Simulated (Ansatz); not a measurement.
# C3H10Si2: a ladder of functionals and wavefunction methods

An exercise on one series of results from a longer session: the logs are not shown, and one member is left open.

Computed with Ansatz 0.2.0, Gaussian basis. Level: functionals in def2-TZVPP, the program's frozen cores in correlated methods.

Levels to be run: PBE-D4, r2SCAN-D4, PBE0-D4, B3LYP-D4, ωB97X-V, ωB97M-V, B2PLYP; CCSD(T)/def2-TZVPP; MP2/def2-QZVPP; extrapolation to the limit.

## Structure used throughout

An earlier PBE0-D4 in a triple-zeta def2 set relaxation fixed the geometry.

15 atoms, charge 0, spin multiplicity 1.

Atoms are counted from 1 here; the program's logs count them from 0.

Bond lengths: Si1–C2 1.852 Å, Si1–H6 1.489 Å, Si1–H7 1.488 Å, Si1–H8 1.489 Å, C2–C3 1.335 Å, C2–H9 1.090 Å, C3–C4 1.487 Å, C3–H10 1.090 Å, C4–Si5 1.889 Å, C4–H11 1.095 Å, C4–H12 1.094 Å, Si5–H13 1.488 Å, Si5–H14 1.487 Å, Si5–H15 1.486 Å. Angles: C2–Si1–H6 111.3°, C2–Si1–H7 108.9°, C2–Si1–H8 111.4°, H6–Si1–H7 109.1°, H6–Si1–H8 107.2°, H7–Si1–H8 109.0°, Si1–C2–C3 122.9°, Si1–C2–H9 119.2°, C3–C2–H9 117.9°, C2–C3–C4 125.9°, C2–C3–H10 118.8°, C4–C3–H10 115.3°, C3–C4–Si5 110.8°, C3–C4–H11 111.0°, C3–C4–H12 111.2°, Si5–C4–H11 107.5°, Si5–C4–H12 108.3°, H11–C4–H12 107.9° and more.

The first run:

Contents of in.yaml:

```yaml
crystal:
  periodic: [false, false, false]
  atoms:
    - {symbol: Si, position_ang: [-2.405197, -0.561904, -1.338210]}
    - {symbol: C, position_ang: [-0.639787, -0.727048, -0.803561]}
    - {symbol: C, position_ang: [-0.211665, -0.364482, 0.407949]}
    - {symbol: C, position_ang: [1.193508, -0.426337, 0.890900]}
    - {symbol: Si, position_ang: [1.980985, 1.290411, 0.884269]}
    - {symbol: H, position_ang: [-2.982139, -1.881917, -1.715503]}
    - {symbol: H, position_ang: [-3.195906, 0.010882, -0.215561]}
    - {symbol: H, position_ang: [-2.531631, 0.328274, -2.525333]}
    - {symbol: H, position_ang: [0.091304, -1.137885, -1.500501]}
    - {symbol: H, position_ang: [-0.929004, 0.051898, 1.115598]}
    - {symbol: H, position_ang: [1.239219, -0.805367, 1.917491]}
    - {symbol: H, position_ang: [1.800115, -1.084815, 0.262374]}
    - {symbol: H, position_ang: [3.343518, 1.233484, 1.479869]}
    - {symbol: H, position_ang: [1.148007, 2.230920, 1.680083]}
    - {symbol: H, position_ang: [2.076873, 1.792889, -0.510465]}
basis:
  gaussian: {orbitals: def2-TZVPP}
hamiltonian: {xc: pbe, dispersion: d4}
output: {forces: true, orbitals: {seedname: orbitals}}
```

Launch:

```sh
$ ansatz run in.yaml --threads 4 --pin off --events-out ev --progress --plain --max-ram 10444MiB
```

Steps of the session up to this table: PBE-D4 (GGA); r2SCAN-D4 (meta-GGA); PBE0-D4 (hybrid); B3LYP-D4 (hybrid); ωB97X-V (range-separated); ωB97M-V (range-separated); B2PLYP (double hybrid); CCSD(T) in def2-TZVPP; MP2 in def2-QZVPP.

One table of the session follows, with a row left open; its other results are not shown here.

| method | atomisation energy (kJ/mol) |
| --- | --- |
| PBE-D4 | 5391.7 |
| r2SCAN-D4 | 5364.9 |
| PBE0-D4 | 5353.3 |
| B3LYP-D4 | 5366.9 |
| ωB97X-V | 5380.6 |
| ωB97M-V | ? |
| B2PLYP | 5302.1 |
| HF/def2-TZVPP | 4089.4 |
| MP2/def2-TZVPP | 5256.3 |
| CCSD/def2-TZVPP | 5181.0 |
| CCSD(T)/def2-TZVPP | 5240.4 |
| MP2/CBS | 5376.2 |
| CCSD(T)/CBS | 5360.2 |

Q: Estimate the row for ωB97M-V from the others.

**Answer.** atomisation energy (kJ/mol): 5370.4. In the column «atomisation energy (kJ/mol)» it lies between B3LYP-D4 (5366.9) and MP2/CBS (5376.2).

Limits of these values: Free atoms (2 Si, 3 C, 10 H) were run apart at each level; the atomisation energy is their sum less the molecule, without zero-point or spin-orbit terms.
